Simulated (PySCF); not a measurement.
**GeSiH5F (SMILES F[SiH2][GeH3]): HF/cc-pVDZ**

What is the vertical singlet–triplet gap of GeSiH5F at HF/cc-pVDZ? 

The results are computed with PySCF 2.14.0.

**1. The system as given**

GeSiH5F: 8 atoms, total charge 0, spin state singlet. SMILES: `F[SiH2][GeH3]`. The coordinates come from a PBE0-D4/def2-TZVP relaxation.

Bond lengths: F1–Si2 1.606 Å, Si2–Ge3 2.380 Å, Si2–H4 1.485 Å, Si2–H5 1.486 Å, Ge3–H6 1.536 Å, Ge3–H7 1.539 Å, Ge3–H8 1.536 Å. Some angles: F1–Si2–Ge3 109.6°, F1–Si2–H4 107.7°, F1–Si2–H5 107.7°, Ge3–Si2–H4 111.2°, Ge3–Si2–H5 111.2°, Si2–Ge3–H6 110.9°, Si2–Ge3–H7 108.9°, Si2–Ge3–H8 110.9°, H4–Si2–H5 109.2°, H6–Ge3–H7 108.5°.

**2. The energy at HF/cc-pVDZ**

File input.xyz:

```xyz
8

F     -1.938100     1.112400    -0.414200
Si    -0.486300     0.615800    -0.887500
Ge     0.536200    -0.636700     0.858900
H     -0.666700    -0.210900    -2.108300
H      0.315100     1.819700    -1.226800
H      0.716700     0.223700     2.118800
H      1.922000    -1.110700     0.387600
H     -0.306700    -1.870500     1.215900
```

File calc.py:

```python
from pyscf import gto, scf

system = gto.Mole()
system.atom = 'input.xyz'
system.max_memory = 1860
system.charge = 0
system.verbose = 4
system.basis = 'cc-pvdz'
system.build()

hf = scf.RHF(system)
hf.conv_tol = 1e-10
hf.kernel()
if not hf.converged:
    hf = hf.newton().run(hf.mo_coeff, hf.mo_occ)

etot = hf.e_tot
print('E = %.10f Eh' % etot)
```

Command:

```bash
OMP_NUM_THREADS=1 python calc.py
```

What it wrote:

```text
PySCF version 2.14.0

[INPUT] num. atoms = 8
[INPUT] num. electrons = 60
[INPUT] charge = 0
[INPUT] spin (= nelec alpha-beta = 2S) = 0
[INPUT] symmetry False subgroup None
[INPUT] Mole.unit = angstrom
[INPUT] Symbol           X                Y                Z      unit          X                Y                Z       unit  Magmom
[INPUT]  1 F     -1.938100000000   1.112400000000  -0.414200000000 AA   -3.662478202020   2.102131340966  -0.782724560795 Bohr   0.0
[INPUT]  2 Si    -0.486300000000   0.615800000000  -0.887500000000 AA   -0.918973814376   1.163693347507  -1.677131935551 Bohr   0.0
[INPUT]  3 Ge     0.536200000000  -0.636700000000   0.858900000000 AA    1.013271147992  -1.203188623511   1.623085768389 Bohr   0.0
[INPUT]  4 H     -0.666700000000  -0.210900000000  -2.108300000000 AA   -1.259880407248  -0.398543239671  -3.984109588421 Bohr   0.0
[INPUT]  5 H      0.315100000000   1.819700000000  -1.226800000000 AA    0.595452701850   3.438734628871  -2.318316009616 Bohr   0.0
[INPUT]  6 H      0.716700000000   0.223700000000   2.118800000000 AA    1.354366713476   0.422731734065   4.003951712728 Bohr   0.0
[INPUT]  7 H      1.922000000000  -1.110700000000   0.387600000000 AA    3.632053611414  -2.098918806554   0.732457845881 Bohr   0.0
[INPUT]  8 H     -0.306700000000  -1.870500000000   1.215900000000 AA   -0.579579002404  -3.534732715999   2.297717994859 Bohr   0.0

nuclear repulsion = 256.906855393444
number of shells = 31
number of NR pGTOs = 179
number of NR cGTOs = 84
basis = cc-pvdz
ecp = {}

******** <class 'pyscf.scf.hf.RHF'> ********
method = RHF
initial guess = minao
damping factor = 0
level_shift factor = 0
DIIS = <class 'pyscf.scf.diis.CDIIS'>
diis_start_cycle = 1
diis_space = 8
diis_damp = 0
SCF conv_tol = 1e-10
SCF conv_tol_grad = None
SCF max_cycles = 50
direct_scf = True
direct_scf_tol = 1e-13
Set gradient conv threshold to 1e-05
Initial guess from minao.
init E= -2465.83673782023
  HOMO = -0.287530394326676  LUMO = 0.0435536865417889  gap/eV = 9.00926
cycle= 1 E= -2466.59629661081  delta_E= -0.76  |g|= 0.495  |ddm|= 1.96
  HOMO = -0.425208330897403  LUMO = 0.0853839787270481  gap/eV = 13.89392
cycle= 2 E= -2466.64571492485  delta_E= -0.0494  |g|= 0.29  |ddm|= 0.529
  HOMO = -0.408787054952247  LUMO = 0.103929778852202  gap/eV = 13.95174
cycle= 3 E= -2466.65993498927  delta_E= -0.0142  |g|= 0.0401  |ddm|= 0.181
  HOMO = -0.402837469841918  LUMO = 0.112740091389013  gap/eV = 14.02958
cycle= 4 E= -2466.66066833685  delta_E= -0.000733  |g|= 0.00775  |ddm|= 0.0504
  HOMO = -0.406242319472827  LUMO = 0.111107272666364  gap/eV = 14.07780
cycle= 5 E= -2466.66070167854  delta_E= -3.33e-05  |g|= 0.00137  |ddm|= 0.0134
  HOMO = -0.406371112899873  LUMO = 0.111072433153538  gap/eV = 14.08036
cycle= 6 E= -2466.66070318732  delta_E= -1.51e-06  |g|= 0.000328  |ddm|= 0.00327
  HOMO = -0.406437377792111  LUMO = 0.111057379550688  gap/eV = 14.08175
cycle= 7 E= -2466.66070327927  delta_E= -9.2e-08  |g|= 6.86e-05  |ddm|= 0.000952
  HOMO = -0.406431595775597  LUMO = 0.111060953063238  gap/eV = 14.08169
cycle= 8 E= -2466.66070328311  delta_E= -3.84e-09  |g|= 1.73e-05  |ddm|= 0.000191
  HOMO = -0.406430177984402  LUMO = 0.111061539194237  gap/eV = 14.08167
cycle= 9 E= -2466.6607032834  delta_E= -2.84e-10  |g|= 4.81e-06  |ddm|= 4.45e-05
  HOMO = -0.40643050065093  LUMO = 0.111061125543985  gap/eV = 14.08166
cycle= 10 E= -2466.66070328342  delta_E= -1.86e-11  |g|= 1.12e-06  |ddm|= 1.3e-05
  HOMO = -0.406430378741043  LUMO = 0.11106122434376  gap/eV = 14.08166
Extra cycle  E= -2466.66070328342  delta_E= -9.09e-13  |g|= 5.35e-07  |ddm|= 2.08e-06
converged SCF energy = -2466.66070328342
E = -2466.6607032834 Eh
```

Run time: 1.9 s. Hardware: 1 thread of Intel Xeon 6975P-C (Granite Rapids), shared host; peak memory 0.15 GiB.

**3. The triplet**

File job.py:

```python
from pyscf import gto

mol = gto.M(
    atom='''
F     -3.662478     2.102131    -0.782725
Si    -0.918974     1.163693    -1.677132
Ge     1.013271    -1.203189     1.623086
H     -1.259880    -0.398543    -3.984110
H      0.595453     3.438735    -2.318316
H      1.354367     0.422732     4.003952
H      3.632054    -2.098919     0.732458
H     -0.579579    -3.534733     2.297718
''',
    spin=2,
    unit='bohr',
    verbose=3,
    max_memory=1860,
    basis='cc-pvdz',
    charge=0,
)

mf = mol.UHF()
mf.conv_tol = 1e-10
mf.kernel()
if not mf.converged:
    mf = mf.newton().run(mf.mo_coeff, mf.mo_occ)

etot = mf.e_tot
print('E(%s) = %.9f' % ('HF', etot))
```

Command:

```bash
OMP_NUM_THREADS=1 python job.py
```

What it wrote:

```text
WARN: HOMO 0.0435537130925452 >= LUMO -0.287530371800807

WARN: HOMO -0.166633792501345 >= LUMO -0.173306600383462

converged SCF energy = -2466.42990559221  <S^2> = 2.0088253  2S+1 = 3.0058778
E(HF) = -2466.429905592
```

It took 2.4 s on 1 thread of Intel Xeon 6975P-C (Granite Rapids), shared host; peak memory 0.17 GiB.

**4. Results**

At HF/cc-pVDZ:

| quantity | value |
| --- | --- |
| singlet: total energy | -2466.66070 Eh |
| singlet: dipole moment | 1.49 D |
| singlet: HOMO energy | -11.06 eV |
| singlet: LUMO energy | 3.02 eV |
| singlet: HOMO–LUMO gap | 14.08 eV |
| triplet: total energy | -2466.42991 Eh |
| triplet: dipole moment | 2.61 D |
| triplet: HOMO energy (highest over α and β) | -4.43 eV |
| triplet: LUMO energy (lowest over α and β) | -2.57 eV |
| triplet: ⟨S²⟩ | 2.009 |
| vertical energy of the triplet above the singlet | 6.280 eV |

What this shows: At this shape the triplet lies 6.28 eV (145 kcal/mol) above the singlet. Mulliken charges (singlet) run from -0.45 on F1 to +0.76 on Si2; they depend strongly on the basis.
